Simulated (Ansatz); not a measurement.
# C₆H₂₀Ga₂N₂: basis-set convergence

How large a basis does C₆H₂₀Ga₂N₂ need? Two functionals are run in growing sets.

Computed with Ansatz 0.2.0, Gaussian basis. Level: one geometry, several basis sets.

The runs, in order: PBE0-D4/def2-SVP; ωB97M-V/def2-SVP; PBE0-D4/def2-QZVPP; ωB97M-V/def2-QZVPP; the functionals' def2-TZVPP values are taken from earlier runs.

### 1 Structure used throughout

The geometry comes from an earlier relaxation with PBE0-D4/def2-TZVP; it is a stationary point, not always the lowest conformer.

SMILES `C[N+]1(C)[Ga@H-]([CH3])[N+](C)(C)[Ga@@H-]1[CH3]`, 30 atoms, charge 0, spin multiplicity 1.

Atoms are counted from 1 here; the program's logs count them from 0.

Bond lengths: C1–Ga2 1.975 Å, C1–H11 1.093 Å, C1–H12 1.093 Å, C1–H13 1.093 Å, Ga2–N3 2.031 Å, Ga2–N8 2.031 Å, Ga2–H14 1.577 Å, N3–C4 1.461 Å, N3–C5 1.458 Å, N3–Ga6 2.031 Å, C4–H15 1.097 Å, C4–H16 1.097 Å, C4–H17 1.091 Å, C5–H18 1.097 Å, C5–H19 1.097 Å, C5–H20 1.090 Å, Ga6–C7 1.975 Å, Ga6–N8 2.031 Å and more. Angles: Ga2–C1–H11 110.7°, Ga2–C1–H12 112.4°, Ga2–C1–H13 110.7°, H11–C1–H12 107.8°, H11–C1–H13 107.4°, H12–C1–H13 107.8°, C1–Ga2–N3 110.3°, C1–Ga2–N8 110.3°, C1–Ga2–H14 124.7°, N3–Ga2–N8 87.8°, N3–Ga2–H14 108.8°, N8–Ga2–H14 108.8°, Ga2–N3–C4 112.8°, Ga2–N3–C5 114.8°, Ga2–N3–Ga6 90.9°, C4–N3–C5 109.7°, C4–N3–Ga6 112.8°, C5–N3–Ga6 114.8° and more.

Coordinates:

```
C    -2.3258   -0.6989    1.0955
Ga   -0.3559   -0.8326    1.1579
N     0.4813    1.0091    0.9768
C     1.7141    1.1498    1.7472
C    -0.4147    2.1201    1.2762
Ga    0.8191    0.6973   -1.0018
C    -0.5972    1.5523   -2.0812
N     0.3801   -1.2607   -0.6864
C    -0.5906   -1.8273   -1.6157
C     1.5690   -2.1078   -0.6397
H    -2.7765   -1.6880    0.9827
H    -2.6748   -0.0771    0.2675
H    -2.7129   -0.2681    2.0221
H     0.4549   -1.6556    2.2314
H     2.2306    2.0853    1.5001
H     1.5097    1.1475    2.8248
H     2.3961    0.3254    1.5348
H     0.0480    3.0823    1.0231
H    -0.6700    2.1475    2.3430
H    -1.3412    2.0309    0.7090
H     2.3655    0.8321   -1.2803
H    -0.4824    2.6390   -2.0772
H    -0.5419    1.2226   -3.1216
H    -1.5992    1.3216   -1.7111
H    -0.1739   -1.9018   -2.6280
H    -0.8921   -2.8364   -1.3080
H    -1.4854   -1.2067   -1.6632
H     2.3061   -1.6975    0.0519
H     1.3197   -3.1213   -0.3026
H     2.0402   -2.1831   -1.6272
```

### 2 PBE0-D4 in def2-SVP

in.yaml reads:

```yaml
crystal:
  periodic: [false, false, false]
  atoms:
    - {symbol: C, position_ang: [-2.325755, -0.698929, 1.095522]}
    - {symbol: Ga, position_ang: [-0.355876, -0.832640, 1.157864]}
    - {symbol: N, position_ang: [0.481305, 1.009087, 0.976796]}
    - {symbol: C, position_ang: [1.714107, 1.149816, 1.747214]}
    - {symbol: C, position_ang: [-0.414691, 2.120108, 1.276211]}
    - {symbol: Ga, position_ang: [0.819094, 0.697255, -1.001751]}
    - {symbol: C, position_ang: [-0.597168, 1.552290, -2.081245]}
    - {symbol: N, position_ang: [0.380082, -1.260664, -0.686363]}
    - {symbol: C, position_ang: [-0.590575, -1.827253, -1.615664]}
    - {symbol: C, position_ang: [1.568966, -2.107769, -0.639653]}
    - {symbol: H, position_ang: [-2.776512, -1.688000, 0.982731]}
    - {symbol: H, position_ang: [-2.674771, -0.077085, 0.267460]}
    - {symbol: H, position_ang: [-2.712935, -0.268050, 2.022142]}
    - {symbol: H, position_ang: [0.454900, -1.655593, 2.231384]}
    - {symbol: H, position_ang: [2.230600, 2.085314, 1.500066]}
    - {symbol: H, position_ang: [1.509746, 1.147506, 2.824821]}
    - {symbol: H, position_ang: [2.396143, 0.325449, 1.534771]}
    - {symbol: H, position_ang: [0.048044, 3.082272, 1.023111]}
    - {symbol: H, position_ang: [-0.670028, 2.147491, 2.342981]}
    - {symbol: H, position_ang: [-1.341164, 2.030889, 0.708956]}
    - {symbol: H, position_ang: [2.365470, 0.832054, -1.280323]}
    - {symbol: H, position_ang: [-0.482418, 2.639047, -2.077173]}
    - {symbol: H, position_ang: [-0.541910, 1.222638, -3.121641]}
    - {symbol: H, position_ang: [-1.599165, 1.321599, -1.711142]}
    - {symbol: H, position_ang: [-0.173945, -1.901822, -2.627990]}
    - {symbol: H, position_ang: [-0.892125, -2.836401, -1.308041]}
    - {symbol: H, position_ang: [-1.485436, -1.206731, -1.663187]}
    - {symbol: H, position_ang: [2.306098, -1.697545, 0.051890]}
    - {symbol: H, position_ang: [1.319687, -3.121289, -0.302556]}
    - {symbol: H, position_ang: [2.040243, -2.183052, -1.627190]}
basis:
  gaussian: {orbitals: def2-SVP}
hamiltonian: {xc: pbe0, dispersion: d4}
output: {orbitals: {seedname: orbitals}}
```

Run with:

```sh
> ansatz run in.yaml --threads 11 --pin off --events-out ev --progress --plain --max-ram 110592MiB --backend cpu
```

After this run come: ωB97M-V in def2-SVP; PBE0-D4 in def2-QZVPP; ωB97M-V in def2-QZVPP.

Before running them: what should the planned runs give, taken together? Wanted: PBE0-D4: double and triple zeta above quadruple; ωB97M-V: double and triple zeta above quadruple.

The runs gave:

| quantity | value |
| --- | --- |
| PBE0-D4: double and triple zeta above quadruple | 26.70, 2.90 eV |
| ωB97M-V: double and triple zeta above quadruple | 27.18, 2.82 eV |

In words: For PBE0-D4 the step from double to triple zeta gains 23.79 eV and the next only 2.90 eV. Total energies overstate the basis error of differences, where much of it tends to cancel. The LUMO of ωB97M-V is positive and keeps falling with the basis (2.29 to 1.33 eV): an unbound level that the basis holds in place.
